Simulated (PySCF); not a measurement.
**C3H9NSi2: electronic excitations**

Aim: predict the electronic excitations of C3H9NSi2 (`[H]/N=C\C=C\[SiH2][SiH3]`).

The runs use PySCF 2.14.0, with density-fitted response routines of our own; the level of theory stands in each step. All values are computed, except where a source is named. Atoms count from 0, in the outputs and in this text.

**1. The molecule as given**

15 atoms, charge 0, multiplicity 1; geometry from: GFN2-xTB.

Bonds of the start (Å): N0–C1 1.26, C1–C2 1.45, C2–C3 1.34, C3–Si4 1.88, Si4–Si5 2.32, N0–H6 1.02, C1–H7 1.09, C2–H8 1.08, C3–H9 1.09, Si4–H10 1.47, Si4–H11 1.47, Si5–H12 1.47, Si5–H13 1.47, Si5–H14 1.46.

**2. Ultraviolet spectrum: CAM-B3LYP/def2-SVPD**

Job settings and geometry (Å):

```
{"job": {"kind": "uv", "xc": "CAM-B3LYP", "basis": "def2-SVPD", "nstates": 8, "ntriplets": 3}, "charge": 0, "multiplicity": 1}
N      3.700130    -0.672540     0.608542
C      2.688397    -0.467274    -0.118185
C      1.419888     0.125233     0.270201
C      0.411949     0.337121    -0.580266
Si    -1.259574     1.074221    -0.131987
Si    -2.859278    -0.598427    -0.053308
H      3.584368    -0.380899     1.580141
H      2.779588    -0.764080    -1.160774
H      1.324656     0.409538     1.312455
H      0.562135     0.033226    -1.610985
H     -1.091249     1.796641     1.136244
H     -1.538319     2.086606    -1.161107
H     -3.001948    -1.286590    -1.339432
H     -2.547715    -1.628314     0.941411
H     -4.177440    -0.056473     0.285137
```

Level: TDDFT CAM-B3LYP/def2-SVPD, vertical, gas phase, core orbitals frozen in the response.

Command:

```bash
OMP_NUM_THREADS=1 python probes_run.py task.json out
```

This one command runs all jobs of the session in turn.

Predict these results of the whole session: lowest singlet (CAM-B3LYP/def2-SVPD); brightest single state of those computed; lowest triplet.

As calculated:

| quantity | value |
| --- | --- |
| lowest singlet (CAM-B3LYP/def2-SVPD) | 4.52 eV (275 nm), f = 0.006 |
| brightest single state of those computed | state 2, 5.82 eV, f = 0.826 |
| lowest triplet | 3.42 eV |

What this shows: The lowest singlet, at 4.52 eV, is HOMO−1→LUMO 0.83 and is weak; of the 8 states computed, the strongest absorption comes from state 2 at 5.82 eV. The lowest triplet lies 1.10 eV below the lowest singlet (triplets in Tamm-Dancoff, singlets in full TDDFT).
